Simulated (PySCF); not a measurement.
**A diatomic session: BeAl**

One table from this session's results is given with a row withheld; the runs are named, their logs left out.

Computed with PySCF 2.14.0. Level: Be aug-cc-pVDZ, Al aug-cc-pV(D+d)Z, no relativity.

Set-up of the first run:

The job is set up so:

```
atoms                         : Be, Al
charge                        : 0
basis                         : Be aug-cc-pVDZ, Al aug-cc-pV(D+d)Z
Hamiltonian                   : no relativity
basis functions               : 55
electrons treated             : 17
masses in u                   : 9.0122, 26.9815
levels                        : PBE0, PBE, r²SCAN, BHandHLYP, MN15, r²SCANh, LC-ωPBE, HF, MP2, SCS-MP2, CCSD, CCSD(T)
grid                          : 80 radial by 434 angular points
occupations                   : held fixed by the projection of orbital angular momentum
dissociation limit            : Be + Al, each in its ground configuration
starting distance in angstrom : 2.155
values of 2S to try           : 1, 3
```

Launch:

```bash
$ OMP_NUM_THREADS=1 python dia.py task.json out
```

Steps of the session up to this table: The job; PBE0 along the bond; Higher solutions at PBE0; PBE (GGA); r²SCAN (meta-GGA); BHandHLYP; MN15; r²SCANh (hybrid meta-GGA); LC-ωPBE; UHF; Correlated methods on the Hartree–Fock reference.

One of the session's tables, all rows but one given; the rest of the session is left out.

It belongs to the step «The curves together». Energy (eV) from each level's lowest point:

```
R (Å)    UHF  UHF-MP2  UHF-SCS-MP2  UHF-CCSD  UHF-CCSD(T)
2.084  0.534    0.421        0.423       n/a          n/a
2.181  0.304    0.198        0.201     0.215        0.198
2.278  0.162    0.068        0.072     0.087        0.073
2.350  0.097    0.018        0.021     0.034        0.023
2.423  0.055    0.000        0.000     0.007        0.001
2.496      ?        ?            ?         ?            ?
2.593  0.011    0.037        0.024     0.011        0.021
2.714  0.002    0.093        0.068     0.043        0.067
2.859  0.000    0.161        0.121     0.091        0.132
3.053  0.003    0.236        0.180       n/a          n/a
```

**Question.** Estimate the row for R (Å) = 2.496.

Worked estimate for «UHF». A straight line through the neighbours (2.423, 0.055) and (2.593, 0.011) gives 0.055 + (0.011 − 0.055) × (2.496 − 2.423) / (2.593 − 2.423) = 0.036; a parabola fitted to 4 rows on both sides gives 0.031.

As computed: UHF: 0.029; UHF-MP2: 0.006; UHF-SCS-MP2: 0.001; UHF-CCSD: 0.000; UHF-CCSD(T): 0.000. In «UHF» the line misses by +0.007 and the parabola by +0.002.
